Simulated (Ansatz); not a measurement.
# HfOs: a relaxation

Wanted: a converged relaxation for HfOs, and a check of what comes out. The structure is shown as the input types it.

Method: DFT, PBEsol, PAW with Ansatz's default frozen-core files, scalar-relativistic; relaxation of cell and atoms, in Ansatz 0.2.0.

**1. The structure to begin with**

It takes space group Pm-3m (No. 221, cubic). The conventional cell has a = 3.239 Å, b = 3.239 Å, c = 3.239 Å, α = 90.00°, β = 90.00°, γ = 90.00°. Hf (site symmetry m-3m) is surrounded by 8 Os at 2.81 Å. Around Os (site symmetry m-3m) lie 8 Hf at 2.81 Å.

Coordinates:

```cif
data_structure
_symmetry_space_group_name_H-M 'P 1'
_symmetry_Int_Tables_number 1
_cell_length_a 3.2390
_cell_length_b 3.2390
_cell_length_c 3.2390
_cell_angle_alpha 90.000
_cell_angle_beta 90.000
_cell_angle_gamma 90.000
_cell_volume 33.98
loop_
_atom_site_label
_atom_site_type_symbol
_atom_site_fract_x
_atom_site_fract_y
_atom_site_fract_z
_atom_site_occupancy
Hf1 Hf 0.00000 0.00000 0.00000 1
Os1 Os 0.50000 0.50000 0.50000 1
```

**2. The run**

input.yaml reads:

```yaml
crystal:
  lattice:
    - [3.239, 0.0, 0.0]
    - [0.0, 3.239, 0.0]
    - [0.0, 0.0, 3.239]
  atoms:
    - { symbol: Hf, position: [0.0, 0.0, 0.0] }
    - { symbol: Os, position: [0.5, 0.5, 0.5] }
kpoints:
  mp_grid: { grid: [12, 12, 12] }
scf:
  occupations: { method: fixed }
  max_iter: 60
hamiltonian:
  xc: pbesol
  pseudopotentials: { kind: paw }
relax:
  f_tol: 0.002
  max_steps: 80
  cell: {}
output:
  forces: true
  stress: true
  write_density: true
  write_potential: true
  elf: true
  volumetric_format: npy
```

Run with:

```bash
$ ansatz run input.yaml --threads 1 --pin off --max-ram 3072MiB --backend cpu --events-out ev --progress --plain --runs-dir out
```

What it wrote:

```text
Engine: ansatz 0.2.0
Pseudopotentials: kind: paw
Pseudopotential: Hf, paw, valence charge 26, recommended cutoff 420 eV (normal), Hf.paw.azcp
Pseudopotential: Os, paw, valence charge 16, recommended cutoff 420 eV (normal), Os.paw.azcp
Functional definition: PBEsol
  exchange = pbesol_x
  correlation = pbesol_c
Crystal: 2 atoms, lattice volume = 33.981 Å³
Basis set: ecut = 420 eV, 691 PW (Γ), exchange–correlation on 48×48×48 points (8 copies of the dense FFT grid, shifted against one another)
Bands: 26, of which v1, the nominal top of the filled ones, is band 21 counted from 1 (20 counted from 0)
Symmetry: 48 space group operations
Space group: Pm-3m (ITA 221), of the structure as read, at distance tolerance 3.2e-5 Å
k-points: 84 of 1728
Non-local potential: Hf, projectors of the file, l = 0: 3, l = 1: 2, l = 2: 2, l = 3: 3
Non-local potential: Os, projectors of the file, l = 0: 3, l = 1: 2, l = 2: 2, l = 3: 1
PAW form: soft (Blöchl's): semilocal exchange-correlation on the pseudo side does not see the compensation charge
PAW frozen core: Hf, regenerated for the run's functional, and the local potential with it (the file was generated under x = pbe(κ = 0.804, μ = 0.2195149727645171), c = pbe(β = 0.06672455060314922))
PAW frozen core: Os, regenerated for the run's functional, and the local potential with it (the file was generated under x = pbe(κ = 0.804, μ = 0.2195149727645171), c = pbe(β = 0.06672455060314922))
PAW one-centre angular grid: Hf, 590 points (default); XC on 64 Gauss nodes
PAW one-centre angular grid: Os, 590 points (default); XC on 64 Gauss nodes
Initial density: superposition of atomic densities (neutral atoms: chi_scale 0, normalization atom), corrected by the library's trained network
Initial wavefunctions: pseudopotential atomic-orbital guess
Functional: x = pbesol(κ = 0.804, μ = 0.12345679012345678), c = pbesol(β = 0.046)
SCF iter   1: F=—  HF=-26850.335017 eV  |F-HF|=—  |Δ(HF+E_count)|=         —  Δρ=8.46e-3  dr2=4.58e-2  ethr=1.77e-3  ⟨swp⟩=4.3  Hψ=7099  notcnv=0  defer=195
preconditioner: auto → Resta (q_TF=auto, 2.826 Å⁻¹)  ε∞=6.7  [insulator: Δε(μ)=0.016 eV  Ē_g=15.071 eV  n_scr=18 (ndim 8)  ℏωp=36.0 eV  f_vac=0.000  ε∞_Penn≈6.7]
SCF iter   2: F=—  HF=-26850.329525 eV  |F-HF|=—  |Δ(HF+E_count)|=   5.49e-3  Δρ=2.99e-3  dr2=4.76e-3  ethr=1.09e-4  ⟨swp⟩=2.0  Hψ=3057  notcnv=0  defer=248
SCF iter   3: F=—  HF=-26850.328768 eV  |F-HF|=—  |Δ(HF+E_count)|=   7.57e-4  Δρ=8.22e-4  dr2=7.46e-5  ethr=1.13e-5  ⟨swp⟩=2.1  Hψ=3359  notcnv=0  defer=251
SCF iter   4: F=—  HF=-26850.328795 eV  |F-HF|=—  |Δ(HF+E_count)|=   2.68e-5  Δρ=4.66e-4  dr2=2.50e-5  ethr=1.78e-7  ⟨swp⟩=2.8  Hψ=4002  notcnv=0  defer=86
SCF iter   5: F=—  HF=-26850.328815 eV  |F-HF|=—  |Δ(HF+E_count)|=   2.00e-5  Δρ=7.48e-5  dr2=1.87e-6  ethr=5.94e-8  ⟨swp⟩=2.1  Hψ=3669  notcnv=0  defer=91
SCF iter   6: F=-26850.328815 eV  HF=-26850.328815 eV  |F-HF|=1.06e-8  |Δ(HF+E_count)|=   3.89e-7  Δρ=1.66e-5  dr2=6.89e-8  ethr=2.38e-10  ⟨swp⟩=6.6  Hψ=15092  notcnv=0
SCF 1 converged in 6 iterations: F = -26850.328815 eV  dr2 = 6.89e-8
relax step   1: F+E_penalty+E_count = -26850.32881492 eV  Δ(F+E_penalty+E_count) = +0.000e0 eV  max|allowed force component| = 2.840e-28 eV/Å  Δτ_max = 0.0000 Å  P = -1.892 GPa  Ω = 33.981 Å³  (6 SCF iters, dr2 threshold 1.00e-7 eV, accepted)
Crystal: 2 atoms, lattice volume = 32.909 Å³
Basis set: ecut = 420 eV, 619 PW (Γ), exchange–correlation on 48×48×48 points (8 copies of the dense FFT grid, shifted against one another)
Initial density: handed on by an earlier stage of this run
Initial wavefunctions: those handed on with the density
iter 1 solved again at ethr=5.08e-5 eV; its pass at ethr=3.10e-3 eV (dr2=2.13e-2 eV) is discarded
SCF iter   1: F=—  HF=-26850.319351 eV  |F-HF|=—  |Δ(HF+E_count)|=         —  Δρ=5.59e-3  dr2=2.02e-2  ethr=5.08e-5  ⟨swp⟩=1.0  Hψ=9563  notcnv=0  defer=180
preconditioner: auto → Resta (q_TF=auto, 2.841 Å⁻¹)  ε∞=6.8  [insulator: Δε(μ)=0.021 eV  Ē_g=15.167 eV  n_scr=18 (ndim 8)  ℏωp=36.6 eV  f_vac=0.000  ε∞_Penn≈6.8]
SCF iter   2: F=—  HF=-26850.316232 eV  |F-HF|=—  |Δ(HF+E_count)|=   3.12e-3  Δρ=1.51e-3  dr2=8.27e-4  ethr=4.81e-5  ⟨swp⟩=2.0  Hψ=2765  notcnv=0  defer=243
SCF iter   3: F=—  HF=-26850.316054 eV  |F-HF|=—  |Δ(HF+E_count)|=   1.78e-4  Δρ=6.19e-4  dr2=1.04e-4  ethr=1.97e-6  ⟨swp⟩=2.0  Hψ=3356  notcnv=0  defer=230
SCF iter   4: F=—  HF=-26850.316031 eV  |F-HF|=—  |Δ(HF+E_count)|=   2.30e-5  Δρ=2.64e-4  dr2=1.49e-5  ethr=2.47e-7  ⟨swp⟩=2.1  Hψ=3337  notcnv=0  defer=85
SCF iter   5: F=—  HF=-26850.316026 eV  |F-HF|=—  |Δ(HF+E_count)|=   4.92e-6  Δρ=4.96e-5  dr2=4.14e-7  ethr=3.55e-8  ⟨swp⟩=2.0  Hψ=3697  notcnv=0  defer=85
SCF iter   6: F=—  HF=-26850.316027 eV  |F-HF|=—  |Δ(HF+E_count)|=   4.82e-7  Δρ=1.62e-5  dr2=8.18e-8  ethr=4.76e-10  ⟨swp⟩=8.6  Hψ=16589  notcnv=0
SCF iter   7: F=-26850.316026 eV  HF=-26850.316026 eV  |F-HF|=5.06e-9  |Δ(HF+E_count)|=   1.10e-7  Δρ=4.11e-6  dr2=2.98e-9  ethr=1.95e-10  ⟨swp⟩=8.1  Hψ=13297  notcnv=0
SCF 2 converged in 7 iterations: F = -26850.316026 eV  dr2 = 2.98e-9
relax step   2: F+E_penalty+E_count = -26850.31602648 eV  Δ(F+E_penalty+E_count) = +1.279e-2 eV  max|allowed force component| = 1.065e-29 eV/Å  Δτ_max = 0.0000 Å  P = +6.088 GPa  Ω = 32.909 Å³  energy of the carried Pulay correction = +4.955e-4 eV  (7 SCF iters, dr2 threshold 2.00e-7 eV, rejected (line search))
Crystal: 2 atoms, lattice volume = 33.720 Å³
iter 1 solved again at ethr=3.04e-5 eV; its pass at ethr=3.10e-3 eV (dr2=1.28e-2 eV) is discarded
SCF iter   1: F=—  HF=-26850.332694 eV  |F-HF|=—  |Δ(HF+E_count)|=         —  Δρ=4.43e-3  dr2=1.32e-2  ethr=3.04e-5  ⟨swp⟩=1.0  Hψ=9460  notcnv=0  defer=216
preconditioner: auto → Resta (q_TF=auto, 2.830 Å⁻¹)  ε∞=6.8  [insulator: Δε(μ)=0.005 eV  Ē_g=15.063 eV  n_scr=18 (ndim 8)  ℏωp=36.2 eV  f_vac=0.000  ε∞_Penn≈6.8]
SCF iter   2: F=—  HF=-26850.330698 eV  |F-HF|=—  |Δ(HF+E_count)|=   2.00e-3  Δρ=1.29e-3  dr2=6.49e-4  ethr=3.04e-5  ⟨swp⟩=2.0  Hψ=2773  notcnv=0  defer=246
SCF iter   3: F=—  HF=-26850.330556 eV  |F-HF|=—  |Δ(HF+E_count)|=   1.42e-4  Δρ=4.97e-4  dr2=7.14e-5  ethr=1.54e-6  ⟨swp⟩=2.0  Hψ=3294  notcnv=0  defer=214
SCF iter   4: F=—  HF=-26850.330528 eV  |F-HF|=—  |Δ(HF+E_count)|=   2.81e-5  Δρ=2.18e-4  dr2=1.08e-5  ethr=1.70e-7  ⟨swp⟩=2.1  Hψ=3385  notcnv=0  defer=85
SCF iter   5: F=—  HF=-26850.330523 eV  |F-HF|=—  |Δ(HF+E_count)|=   5.30e-6  Δρ=3.94e-5  dr2=2.49e-7  ethr=2.57e-8  ⟨swp⟩=2.0  Hψ=3697  notcnv=0  defer=84
SCF iter   6: F=—  HF=-26850.330527 eV  |F-HF|=—  |Δ(HF+E_count)|=   4.65e-6  Δρ=1.26e-5  dr2=5.00e-8  ethr=5.92e-10  ⟨swp⟩=3.0  Hψ=3920  notcnv=0  defer=84
SCF iter   7: F=—  HF=-26850.330527 eV  |F-HF|=—  |Δ(HF+E_count)|=   1.05e-7  Δρ=3.31e-6  dr2=1.73e-9  ethr=1.19e-10  ⟨swp⟩=2.9  Hψ=4025  notcnv=0  defer=84
SCF iter   8: F=—  HF=-26850.330527 eV  |F-HF|=—  |Δ(HF+E_count)|=  8.33e-10  Δρ=5.15e-7  dr2=6.21e-11  ethr=4.12e-12  ⟨swp⟩=2.0  Hψ=3293  notcnv=0  defer=84
SCF iter   9: F=-26850.330527 eV  HF=-26850.330527 eV  |F-HF|=3.64e-12  |Δ(HF+E_count)|=  8.00e-11  Δρ=2.21e-7  dr2=1.04e-11  ethr=1.00e-12  ⟨swp⟩=6.1  Hψ=10531  notcnv=0
SCF 3 converged in 9 iterations: F = -26850.330527 eV  dr2 = 1.04e-11
relax step   3: F+E_penalty+E_count = -26850.33052739 eV  Δ(F+E_penalty+E_count) = -1.712e-3 eV  max|allowed force component| = 3.287e-31 eV/Å  Δτ_max = 0.0000 Å  P = -0.056 GPa  Ω = 33.720 Å³  energy of the carried Pulay correction = +1.189e-4 eV  (9 SCF iters, accepted)
Crystal: 2 atoms, lattice volume = 33.712 Å³
iter 1 solved again at ethr=2.14e-9 eV; its pass at ethr=3.10e-3 eV (dr2=9.00e-7 eV) is discarded
SCF iter   1: F=—  HF=-26850.330549 eV  |F-HF|=—  |Δ(HF+E_count)|=         —  Δρ=3.82e-5  dr2=9.65e-7  ethr=2.14e-9  ⟨swp⟩=2.0  Hψ=8661  notcnv=0  defer=84
preconditioner: auto → Resta (q_TF=auto, 2.830 Å⁻¹)  ε∞=6.8  [insulator: Δε(μ)=0.012 eV  Ē_g=15.074 eV  n_scr=18 (ndim 8)  ℏωp=36.2 eV  f_vac=0.000  ε∞_Penn≈6.8]
SCF iter   2: F=—  HF=-26850.330532 eV  |F-HF|=—  |Δ(HF+E_count)|=   1.70e-5  Δρ=1.07e-5  dr2=4.48e-8  ethr=2.14e-9  ⟨swp⟩=2.0  Hψ=2598  notcnv=0  defer=84
SCF iter   3: F=-26850.330532 eV  HF=-26850.330532 eV  |F-HF|=2.11e-9  |Δ(HF+E_count)|=   1.72e-8  Δρ=4.44e-6  dr2=4.79e-9  ethr=1.87e-11  ⟨swp⟩=7.1  Hψ=12219  notcnv=0
SCF 4 converged in 3 iterations: F = -26850.330532 eV  dr2 = 4.79e-9
relax step   4: F+E_penalty+E_count = -26850.33053236 eV  Δ(F+E_penalty+E_count) = -4.970e-6 eV  max|allowed force component| = 5.259e-30 eV/Å  Δτ_max = 0.0000 Å  P = +0.001 GPa  Ω = 33.712 Å³  energy of the carried Pulay correction = +1.225e-4 eV  (3 SCF iters, dr2 threshold 7.84e-9 eV, accepted)
Initial wavefunctions: pseudopotential atomic-orbital guess (no wavefunctions were taken with the density)
iter 1 solved again at ethr=1.74e-9 eV; its pass at ethr=3.10e-3 eV (dr2=7.30e-7 eV) is discarded
SCF iter   1: F=—  HF=-26850.330429 eV  |F-HF|=—  |Δ(HF+E_count)|=         —  Δρ=1.67e-5  dr2=1.82e-8  ethr=1.74e-9  ⟨swp⟩=4.0  Hψ=14660  notcnv=0  defer=203
SCF iter   2: F=—  HF=-26850.330412 eV  |F-HF|=—  |Δ(HF+E_count)|=   1.69e-5  Δρ=9.67e-6  dr2=9.90e-9  ethr=4.34e-11  ⟨swp⟩=3.0  Hψ=4160  notcnv=0  defer=203
SCF iter   3: F=—  HF=-26850.330412 eV  |F-HF|=—  |Δ(HF+E_count)|=   2.35e-9  Δρ=5.75e-6  dr2=2.18e-9  ethr=2.36e-11  ⟨swp⟩=2.0  Hψ=3356  notcnv=0  defer=203
SCF iter   4: F=—  HF=-26850.330412 eV  |F-HF|=—  |Δ(HF+E_count)|=  4.26e-10  Δρ=1.74e-6  dr2=6.42e-10  ethr=5.19e-12  ⟨swp⟩=2.0  Hψ=3728  notcnv=0  defer=203
SCF iter   5: F=-26850.330412 eV  HF=-26850.330412 eV  |F-HF|=1.09e-11  |Δ(HF+E_count)|=  4.37e-11  Δρ=2.54e-7  dr2=1.06e-11  ethr=1.00e-12  ⟨swp⟩=9.1  Hψ=13553  notcnv=0
WARN: a fill by count may have filled part of one level: at k-index 48 the highest filled band, 24.470718 eV, and the lowest empty band, 24.470718 eV, stand 2.132e-14 eV apart, within the solve's uncertainty, 4.472e-6 eV. If they are one level, whatever splits it, however little, can move the result. A smearing (`scf.occupations.method` with a `width`) well over the split that the run's distortions make, where the deck can take one, can fill the level evenly. On an open shell (a free atom, a radical) an even fill, a smearing's or one that the run's symmetry operations hold, can lie tenths of an eV above a state that splits the level, and an energy difference taken against it is then off by as much. To look for that state on an open shell, re-run with `crystal.symmetry.detect: false`, without `crystal.symmetry.time_reversal: true` (on a non-collinear deck from a starting moment too), where the deck allows it, and compare the energies; that run can end on one of several states, or fail to converge. If the gap is true, a tighter SCF threshold (`scf.convergence.dr2_threshold`, or `saddle.dr2_threshold`, `phonons.dr2_threshold` by `fd` or `hamiltonian.hubbard.lr.dr2_threshold` where that key governs the SCF) lowers that uncertainty; where it stays it is the eigensolver's: a larger `scf.n_extra_bands` or, on support functions, `scf.eigensolver.kind: davidson` lowers it. See `scf.occupations.method`, Limitations, in the input reference
SCF 5 converged in 5 iterations: F = -26850.330412 eV  dr2 = 1.06e-11
relax step   5: F+E_penalty+E_count = -26850.33041193 eV  Δ(F+E_penalty+E_count) = +1.204e-4 eV  max|allowed force component| = 3.418e-30 eV/Å  Δτ_max = 0.0000 Å  P = +0.003 GPa  Ω = 33.712 Å³  stress off target by 2.67e-3 GPa  SCF on the basis re-selected at this cell (its energy is not comparable with the rows above)  (5 SCF iters)
basis re-selected at this cell: Δ(F+E_penalty+E_count) = +1.204e-4 eV, ΔP = +0.002 GPa vs the last step (what re-selecting the basis moved, of the pressure what is left beyond the Pulay correction that the steps carried, after the strain that the cell walked since its last selection, with what the two solves' SCF thresholds leave and, on support functions, any second-order correction that the steps lacked; it is no measure of the basis error at this ecutwfc). This SCF's stress stands 2.67e-3 GPa from its target on what of the cell is left free (relax.cell.stress_tol is 5.00e-2 GPa) and its largest allowed force component is 3.42e-30 eV/Å (relax.f_tol is 2.00e-3 eV/Å): within both
SCF converged after 5 iterations
Free energy (F): -26850.330412 eV
Harris-Foulkes:  -26850.330412 eV  (|F-HF|=1.09e-11)
Internal energy: -26850.330412 eV  (E = F + TS)
E sigma→0 (E₀):  -26850.330412 eV
Fermi energy:    24.537326 eV
--- Per-component energies (eV) ---
  E_band       = 47.951376
  E_kinetic    = 989.125271
  E_local      = -5584.749637  (includes V_loc(G=0)·N_el)
  E_nonlocal   = -1236.268473
  E_hartree    = 2613.485939
  E_xc         = -564.183347
  E_vxc        = -551.271548  (∫ρ·V_xc dr)
  E_paw        = -15688.625490  (= ΣΔE_a)
  E_vpaw       = 1204.143912  (= ΣTr[D̂ρ^β])
  E_aug_tail   = -0.000077  (compensation charges beyond the density's cutoff)
  E_ewald      = -7380.613623
  E_core_change = 1.499025  (= ΣΔE_core)
  E_smearing   = -0.000000  (= −TS)
  E_closure    = -0.000000  (closes the sum)
  Σ components = -26850.330412   (vs F -26850.330412, Δ=0.00e0)
--- Forces (eV/Å), atoms counted from 1 ---
  atom   1  Hf    -0.00000000    -0.00000000     0.00000000
  atom   2  Os    -0.00000000     0.00000000    -0.00000000
  max |Σ_I F_I| component: 6.25e-30 eV/Å
--- Stress (GPa, compression-positive) ---
        0.002673      -0.000000      -0.000000
       -0.000000       0.002673       0.000000
       -0.000000       0.000000       0.002673
  P = ⅓ Tr σ = 0.0027 GPa (0.027 kbar)
--- Band table (eV; the first three rows and the last of 84) ---
  k-point 0: bands = ["-62.1161", "-37.8945", "-21.5151", "-21.5151", "-21.5151", "-6.4549", "-6.4549", "-6.4549", "12.1826", "12.1826", "12.1826", "12.1926", "12.1926", "12.1926", "12.2091", "14.7719", "18.4485", "18.4485", "22.2479", "22.2479", "22.2479", "26.3432", "26.3432", "29.9404", "29.9404", "29.9404"]
  k-point 1: bands = ["-62.1159", "-37.8935", "-21.5206", "-21.5142", "-21.5142", "-6.4844", "-6.4543", "-6.4543", "12.1804", "12.1834", "12.1834", "12.1893", "12.1929", "12.1929", "12.2078", "14.9341", "18.5255", "18.5699", "22.2263", "22.2263", "22.2995", "26.1253", "26.4107", "29.0931", "29.0931", "29.8105"]
  k-point 2: bands = ["-62.1154", "-37.8908", "-21.5358", "-21.5122", "-21.5122", "-6.5644", "-6.4528", "-6.4528", "12.1746", "12.1808", "12.1841", "12.1841", "12.1954", "12.1954", "12.2041", "15.4058", "18.7522", "18.9007", "22.1742", "22.1742", "22.4473", "25.5390", "26.5475", "27.8537", "27.8537", "29.4560"]
  k-point 83: bands = ["-62.1080", "-37.8452", "-21.5865", "-21.5865", "-21.5865", "-6.7877", "-6.7877", "-6.7877", "12.1755", "12.1755", "12.1755", "12.1757", "12.2115", "12.2115", "12.2115", "20.6372", "20.6372", "20.6372", "21.7589", "21.7589", "21.7589", "24.4827", "24.4827", "28.1552", "30.1937", "30.1937"]
--- Relaxed structure (4 steps of the walk, 3 accepted, 1 SCFs on fresh bases) ---
  F+E_penalty+E_count = -26850.33041193 eV   max|allowed force component| = 3.418e-30 eV/Å   (the final SCF, on the basis selected at the relaxed cell)
  cell:  # Å, volume = 33.7125 Å³
    - [3.2304537872572436, -1.9259299443872356e-34, 4.814824860968089e-35]
    - [-1.6049416203226964e-34, 3.2304537872572436, 0.0]
    - [8.024708101613482e-35, 0.0, 3.2304537872572436]
  atoms:
    - { symbol: Hf, position: [4.506594320278948e-47, -1.0738369278789681e-47, -1.0703161510662502e-47] }
    - { symbol: Os, position: [0.5, 0.5, 0.5] }
```

Run time: 23 s. Hardware: 1 thread of Arm Neoverse V1, shared host; peak memory 0.38 GiB.

**3. Can this be trusted?**

The program finished normally, with warnings (band overlap at count, forces off the residual converged image, metallic iterate). Its log warns: «a fill by count may have filled part of one level: at k-index 48 the highest filled band, 24.470718 eV, and the lowest empty band, 24.470718 eV ...»

In the input, scf.occupations.method is fixed; scf.occupations.width is missing. What could go wrong: fixed occupations where they can't hold. It still converged here, which does not make the setting sound.

To check: set scf.occupations.method to fermi_dirac and scf.occupations.width to 0.08.

**4. A check with that setting changed**

Besides the cure, the input differs in scf.max_iter, output requests.

input.yaml: that of step 2 with these lines changed.

```diff
@@ -11,4 +11,3 @@
 scf:
-  occupations: { method: fixed }
-  max_iter: 60
+  occupations: { method: fermi_dirac, width: 0.08 }
 hamiltonian:
@@ -23,5 +22 @@
   stress: true
-  write_density: true
-  write_potential: true
-  elf: true
-  volumetric_format: npy
```

Run with:

```bash
$ ansatz run input.yaml --threads 1 --pin off --max-ram 3072MiB --backend cpu --events-out ev --progress --plain --runs-dir out
```

Excerpt of the output:

```text
[...]
Basis set: ecut = 420 eV, 691 PW (Γ), exchange–correlation on 48×48×48 points (8 copies of the dense FFT grid, shifted against one another)
[...]
k-points: 84 of 1728
[...]
SCF iter   1: F=—  HF=-26850.388206 eV  |F-HF|=—  |Δ(HF+E_count)|=         —  Δρ=8.39e-3  dr2=4.85e-2  ethr=1.77e-3  ⟨swp⟩=4.8  Hψ=7849  notcnv=0
preconditioner: auto → Kerker (q_TF=auto, 2.826 Å⁻¹)  [metal: Δε(μ)=0.185 eV  Ē_g=15.132 eV  σ=0.080 eV  W_gap=0.49  n_scr=18 (ndim 8)  ℏωp=36.0 eV  f_vac=0.000  D(μ)=0.21/eV (n_scr^D=0)]
SCF iter   2: F=—  HF=-26850.383484 eV  |F-HF|=—  |Δ(HF+E_count)|=   4.72e-3  Δρ=4.87e-3  dr2=1.73e-2  ethr=1.16e-4  ⟨swp⟩=1.0  Hψ=2856  notcnv=0
[...]
relax step   1: F+E_penalty+E_count = -26850.38066182 eV  Δ(F+E_penalty+E_count) = +0.000e0 eV  max|allowed force component| = 2.067e-28 eV/Å  Δτ_max = 0.0000 Å  P = -3.351 GPa  Ω = 33.981 Å³  (7 SCF iters, dr2 threshold 1.00e-7 eV, accepted)
[...]
Basis set: ecut = 420 eV, 619 PW (Γ), exchange–correlation on 48×48×48 points (8 copies of the dense FFT grid, shifted against one another)
[...]
relax step   2: F+E_penalty+E_count = -26850.33945357 eV  Δ(F+E_penalty+E_count) = +4.121e-2 eV  max|allowed force component| = 2.892e-30 eV/Å  Δτ_max = 0.0000 Å  P = +11.220 GPa  Ω = 32.097 Å³  energy of the carried Pulay correction = +8.722e-4 eV  (7 SCF ite
[...]
relax step   3: F+E_penalty+E_count = -26850.38597516 eV  Δ(F+E_penalty+E_count) = -5.313e-3 eV  max|allowed force component| = 9.269e-30 eV/Å  Δτ_max = 0.0000 Å  P = -0.230 GPa  Ω = 33.528 Å³  energy of the carried Pulay correction = +2.051e-4 eV  (9 SCF iter
[...]
relax step   4: F+E_penalty+E_count = -26850.38601331 eV  Δ(F+E_penalty+E_count) = -3.815e-5 eV  max|allowed force component| = 7.363e-30 eV/Å  Δτ_max = 0.0000 Å  P = +0.005 GPa  Ω = 33.495 Å³  energy of the carried Pulay correction = +2.201e-4 eV  (6 SCF iter
[...]
SCF iter   5: F=—  HF=-26850.385792 eV  |F-HF|=—  |Δ(HF+E_count)|=  2.91e-11  Δρ=3.68e-7  dr2=8.59e-12  ethr=1.00e-12  ⟨swp⟩=2.0  Hψ=3796  notcnv=0
SCF iter   6: F=-26850.385792 eV  HF=-26850.385792 eV  |F-HF|=3.64e-12  |Δ(HF+E_count)|=  3.64e-12  Δρ=3.60e-8  dr2=1.21e-13  ethr=1.00e-12  ⟨swp⟩=5.4  Hψ=9563  notcnv=0
[...]
relax step   5: F+E_penalty+E_count = -26850.38579163 eV  Δ(F+E_penalty+E_count) = +2.217e-4 eV  max|allowed force component| = 6.837e-30 eV/Å  Δτ_max = 0.0000 Å  P = +0.009 GPa  Ω = 33.495 Å³  stress off target by 9.00e-3 GPa  SCF on the basis re-selected at 
[...]
SCF converged after 6 iterations
Free energy (F): -26850.385792 eV
[...]
E sigma→0 (E₀):  -26850.383471 eV
[...]
Fermi energy:    23.982473 eV
[...]
  P = ⅓ Tr σ = 0.0090 GPa (0.090 kbar)
--- Relaxed structure (4 steps of the walk, 3 accepted, 1 SCFs on fresh bases) ---
[...]
```

Run time: 21 s. Hardware: 1 thread of Arm Neoverse V1, shared host; peak memory 0.37 GiB.

| run | ending | energy change | pressure (GPa) | gap (eV) | force (eV/Å) | cycles | time |
| --- | --- | --- | --- | --- | --- | --- | --- |
| first try | converged | +26.5 meV/atom (σ→0) | 0.0 | 0.00 | 0.00 | 30 | 23 s |
| second try | converged | 0 | 0.0 | 0.00 | 0.00 | 35 | 21 s |

**5. Summary of results**

| quantity | value |
| --- | --- |
| first try | converged |
| fault in the input | fixed occupations where they can't hold |
| second try | converged |
| energy (zero set by the potentials) | -26850.3858 eV |
| pressure | 0.01 GPa |
| gap on the mesh | none (metal on this mesh) |
| largest force | 0.000 eV/Å |

What this shows: Both runs converge, but the first lies +26.5 meV/atom from the second; on mending, the final volume goes from 33.71 to 33.50 Å³. Only the second answers the question as it was meant.
